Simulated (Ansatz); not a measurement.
# As: the cost of one run

Computed with Ansatz 0.2.0 (the levels named in each step, unless a step's input says otherwise).

### Step 1. The starting structure

As a file:

```xyz
1

As    0.0000    0.0000    0.0000
```

### Step 2. Single point, PBE0/def2-TZVPP

input.yaml

```yaml
crystal:
  periodic: [false, false, false]
  atoms:
    - { symbol: As, position_ang: [0.0, 0.0, 0.0] }
magnetization:
  spin_polarized: true
  initial_magnetization: 2
total_charge: 1
basis:
  gaussian: { orbitals: def2-TZVPP }
hamiltonian:
  xc: pbe0
```

The run is started by

```bash
ansatz run input.yaml --threads 1 --pin off --max-ram 2560MiB --backend cpu --events-out ev --progress --plain --runs-dir out
```

Q: Estimate wall time and peak memory on 1 thread of Arm Neoverse N1, shared host.

About 1.2 s, with a peak of 0.083 GiB.
